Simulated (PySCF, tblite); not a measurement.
# C₆H₁₅BO₂: geometry, infrared bands and NMR shifts

Wanted: the infrared bands and NMR shifts of C₆H₁₅BO₂ (`[BH3-][O+]1CCC[C@H]1COC`), by calculation.

Computed with tblite 0.8.0 and PySCF 2.14.0, with density-fitted response routines of our own, on a single molecule in the gas phase. Atoms count from 0, in the outputs and in this text.

## Step 1: Starting geometry

24 atoms, charge 0, multiplicity 1; geometry from: force field or distance geometry start.

Bonds of the start (Å): B0–O1 1.50, O1–C2 1.41, C2–C3 1.50, C3–C4 1.51, C4–C5 1.54, C5–C6 1.54, C6–O7 1.40, O7–C8 1.41, C5–O1 1.43, B0–H9 1.20, B0–H10 1.20, B0–H11 1.18, C2–H12 1.12, C2–H13 1.12, C3–H14 1.12, C3–H15 1.09, C4–H16 1.12, C4–H17 1.11, C5–H18 1.13, C6–H19 1.12, C6–H20 1.11, C8–H21 1.10, C8–H22 1.10, C8–H23 1.11.

## Step 2: Relaxing the molecule with GFN2-xTB

The job: settings as JSON, then the geometry in Å.

```
{"job": {"kind": "relax", "xc": "GFN2-xTB", "basis": "xTB"}, "charge": 0, "multiplicity": 1}
B     -1.392000     1.650700     1.229100
O     -0.985600     0.522000     0.327800
C     -2.026400    -0.422700     0.196200
C     -1.398300    -1.723600    -0.209000
C     -0.065500    -1.691500     0.507900
C      0.121700    -0.211000     0.867900
C      1.443400     0.344100     0.292800
O      1.391900     0.347800    -1.111200
C      2.604200     0.837600    -1.630400
H     -1.687100     1.273100     2.332400
H     -2.348300     2.209000     0.758400
H     -0.524400     2.450200     1.315200
H     -2.742800    -0.085700    -0.593700
H     -2.607700    -0.587400     1.135000
H     -2.013600    -2.592900     0.122900
H     -1.249600    -1.759600    -1.290100
H      0.735800    -2.084600    -0.160600
H     -0.102300    -2.319000     1.421400
H      0.190700    -0.153400     1.992700
H      1.594000     1.376700     0.689100
H      2.280600    -0.286800     0.665700
H      3.455200     0.195700    -1.339800
H      2.544900     0.847700    -2.726400
H      2.769500     1.883000    -1.306200
```

Run with:

```console
> OMP_NUM_THREADS=1 python probes_run.py task.json out
```

One launch serves the whole session: the jobs run in the order shown.

**Question.** This job is followed by: GFN2-xTB harmonic vibrations, gas phase; GIAO PBE0/pcSseg-1 NMR shielding, non-relativistic, gas phase. What will the session give for the following? strongest single infrared mode (GFN2-xTB); zero-point energy (GFN2-xTB); ¹³C shifts against TMS (PBE0/pcSseg-1); ¹H shifts against TMS (PBE0/pcSseg-1, means over atoms taken as alike); ¹¹B shifts against BF3·OEt2 (PBE0/pcSseg-1); ¹⁷O shifts against H2O (PBE0/pcSseg-1).

As calculated:

```
                                                              quantity                                                                 value
                             strongest single infrared mode (GFN2-xTB)                                                 2410 cm⁻¹, 260 km/mol
                                          zero-point energy (GFN2-xTB)                                                        128.8 kcal/mol
                                ¹³C shifts against TMS (PBE0/pcSseg-1)                                89.5, 80.5, 78.8, 61.3, 30.7, 29.7 ppm
¹H shifts against TMS (PBE0/pcSseg-1, means over atoms taken as alike)  4.40, 4.20, 3.99, 3.76, 3.56, 3.31, 2.93, 2.34, 2.11, 2.08, 1.64 ppm
                           ¹¹B shifts against BF3·OEt2 (PBE0/pcSseg-1)                                                              -4.2 ppm
                                ¹⁷O shifts against H2O (PBE0/pcSseg-1)                                                        61.2, 12.8 ppm
```

Relaxing lowered the energy by 0.436 eV in 125 steps; the close pair that moved most is B0–O1, from 1.500 to 1.628 Å. All 66 modes are real, so the xTB geometry is a minimum. The strongest single mode, at 2410 cm⁻¹, moves mainly H9. GFN2-xTB is a fitted tight-binding method: band positions and strengths are rough. Its intensities can rank the bands wrongly. The most deshielded carbon is C5 (sp3 CH bonded to O), at 89.5 ppm: deshielded by the electronegative neighbour. At PBE0/pcSseg-1: Shielding is most anisotropic at O1 (span 157 ppm, paramagnetic term -128 ppm).
